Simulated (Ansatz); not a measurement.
# Sb2Se5: the cost of one run

Computed with Ansatz 0.2.0 (DFT PBE, scalar-relativistic, plane waves, PAW, unless a step names another level, unless a step's input says otherwise).

1 further run of the same task is left out (it didn't finish).

## Step 1: The structure to begin with

The structure is monoclinic, space group C2/m (No. 12). Conventional cell: a = 13.875 Å, b = 3.795 Å, c = 12.091 Å, α = 90.00°, β = 123.09°, γ = 90.00°. Sb (site symmetry m) has 3 Se at 2.63 to 2.64 Å as nearest neighbours. Se (site symmetry m) has 1 Sb at 2.64 Å and 2 Se at 2.69 Å as nearest neighbours. Se (site symmetry 2/m) has 4 Se at 2.69 Å as nearest neighbours. Se (site symmetry m) is surrounded by 2 Sb at 2.63 Å.

As a file:

```xyz
7
Lattice="6.9309 -1.8973 -0.3039 6.9309 1.8973 -0.3039 -6.8241 0.0000 10.4394" Properties=species:S:1:pos:R:3 pbc="T T T"
Sb    3.8181    0.0000    1.8944
Sb    3.2196    0.0000    7.9372
Se    5.2472    0.0000    4.1144
Se    1.7905    0.0000    5.7172
Se   -3.4120    0.0000    5.2197
Se   -5.0545    0.0000    9.4691
Se   12.0921    0.0000    0.3626
```

It came out lowest among 31 distinct ends of the trial cells. At a tolerance of 0.02 Å it has space group C2/m (No. 12).

## Step 2: Relaxing to 0.001 eV/Å, on the response runs' mesh and smearing

File input.yaml:

```yaml
crystal:
  lattice:
    - [6.9308804813, -1.8972859496, -0.3038667075]
    - [6.9308804813, 1.8972859496, -0.3038667075]
    - [-6.8240957229, 0.0, 10.4393612962]
  atoms:
    - { symbol: Sb, position: [0.3755398983, 0.3755398983, 0.2033282812] }
    - { symbol: Sb, position: [0.6244601017, 0.6244601017, 0.7966717188] }
    - { symbol: Se, position: [0.5894550276, 0.5894550276, 0.428441362] }
    - { symbol: Se, position: [0.4105449724, 0.4105449724, 0.571558638] }
    - { symbol: Se, position: [0.0, 0.0, 0.5] }
    - { symbol: Se, position: [0.0843232843, 0.0843232843, 0.9119638627] }
    - { symbol: Se, position: [0.9156767157, 0.9156767157, 0.0880361373] }
basis:
  ecutwfc: 420
kpoints:
  mp_grid: { grid: [8, 8, 4] }
hamiltonian:
  xc: pbe
scf:
  occupations: { method: fixed }
output:
  forces: true
  stress: true
  eigenvalues: true
relax:
  adjacent_minimum: "off"
  f_tol: 0.001
  max_steps: 60
  cell: { stress_tol: 0.01 }
```

Launch:

```console
$ ansatz run input.yaml --threads 3 --pin off --max-ram 7680MiB --backend cpu --events-out ev --progress --plain --runs-dir out
```

Q: Estimate wall time and peak memory on 3 threads of Intel Xeon 6975P-C (Granite Rapids), shared host.

About 2.7 min, with a peak of 1.3 GiB.
